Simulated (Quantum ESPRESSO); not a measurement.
A calculation with Quantum ESPRESSO 7.5 of Ge3Os (ASE script, structure from a POSCAR):

The input run.py:

```python
import numpy as np
from ase.calculators.espresso import Espresso, EspressoProfile
from ase.io import read

atoms = read('POSCAR')

input_data = {
    'control': {'calculation': 'scf', 'prefix': 'pwscf', 'outdir': './tmp', 'tprnfor': True, 'tstress': True, 'disk_io': 'nowf'},
    'system': {'ecutwfc': 55.0, 'ecutrho': 440.0, 'nbnd': 39, 'occupations': 'smearing', 'smearing': 'fd', 'degauss': 0.00367493},
    'electrons': {'conv_thr': 8e-10, 'electron_maxstep': 120, 'mixing_beta': 0.5},
}
pseudopotentials = {'Os': 'Os_pbe_v1.2.uspp.F.UPF', 'Ge': 'ge_pbe_v1.4.uspp.F.UPF'}
profile = EspressoProfile(command='pw.x', pseudo_dir='pseudo')
dft = Espresso(profile=profile, input_data=input_data, pseudopotentials=pseudopotentials, kpts=(10, 10, 10), koffset=(0, 0, 0))
atoms.calc = dft

print(f'energy {atoms.get_potential_energy():.8f} eV')
print('forces (eV/A)')
print(np.round(atoms.get_forces(), 6))
print('stress (eV/A^3, Voigt)')
print(np.round(atoms.get_stress(), 8))
print(f'Fermi level {dft.get_fermi_level():.4f} eV')
```

Contents of POSCAR:

```
Ge3Os
1.0
   -1.9045076700      1.9045076700      4.3708274400
    1.9045076700     -1.9045076700      4.3708274400
    1.9045076700      1.9045076700     -4.3708274400
Ge Os
3 1
Direct
    0.5000000000      0.5000000000      0.0000000000
    0.7500000000      0.2500000000      0.5000000000
    0.2500000000      0.7500000000      0.5000000000
    0.0000000000      0.0000000000      0.0000000000
```

Potentials or basis: SSSP 1.3 efficiency PBE.

Run with:

```bash
$ OMP_NUM_THREADS=1 python run.py
```

The cell was built by a generator and needn't be a form met in nature.

Write the same calculation in another form: native input, structure typed inline.

As run:

File pw.in:

```
&CONTROL
  calculation = 'scf'
  prefix = 'pwscf'
  outdir = './tmp'
  pseudo_dir = './pseudo'
  tprnfor = .true.
  tstress = .true.
  disk_io = 'low'
/
&SYSTEM
  ibrav = 0
  nat = 4
  ntyp = 2
  ecutwfc = 55
  ecutrho = 440
  nbnd = 39
  occupations = 'smearing'
  smearing = 'fd'
  degauss = 0.00367493
/
&ELECTRONS
  conv_thr = 8d-10
  electron_maxstep = 120
  mixing_beta = 0.5
/
ATOMIC_SPECIES
Ge    72.6300 ge_pbe_v1.4.uspp.F.UPF
Os   190.2300 Os_pbe_v1.2.uspp.F.UPF
CELL_PARAMETERS angstrom
  -1.9045076700    1.9045076700    4.3708274400
   1.9045076700   -1.9045076700    4.3708274400
   1.9045076700    1.9045076700   -4.3708274400
ATOMIC_POSITIONS crystal
Ge     0.5000000000    0.5000000000    0.0000000000
Ge     0.7500000000    0.2500000000    0.5000000000
Ge     0.2500000000    0.7500000000    0.5000000000
Os     0.0000000000    0.0000000000    0.0000000000
K_POINTS automatic
10 10 10 0 0 0
```

The input pp_density.in:

```
&INPUTPP
  prefix = 'pwscf'
  outdir = './tmp'
  filplot = 'density.dat'
  plot_num = 0
/
&PLOT
  nfile = 1
  filepp(1) = 'density.dat'
  iflag = 3
  output_format = 6
  fileout = 'density.cube'
/
```

Contents of pp_potential.in:

```
&INPUTPP
  prefix = 'pwscf'
  outdir = './tmp'
  filplot = 'potential.dat'
  plot_num = 11
/
&PLOT
  nfile = 1
  filepp(1) = 'potential.dat'
  iflag = 3
  output_format = 6
  fileout = 'potential.cube'
/
```

Potentials or basis: SSSP 1.3 efficiency PBE.

Run with:

```console
$ OMP_NUM_THREADS=1 pw.x -in pw.in > pw.out
$ OMP_NUM_THREADS=1 pp.x -in pp_density.in > pp_density.out
$ OMP_NUM_THREADS=1 pp.x -in pp_potential.in > pp_potential.out
```

Both were run:

|  | ASE script, structure from a POSCAR | native input, structure typed inline |
| --- | --- | --- |
| Pressure | 6.5 GPa | 6.5 GPa |
| Band gap on the k mesh | none (metal or under the smearing width) | none (metal or under the smearing width) |

Keys that steer only the numerical path or the files written may differ.
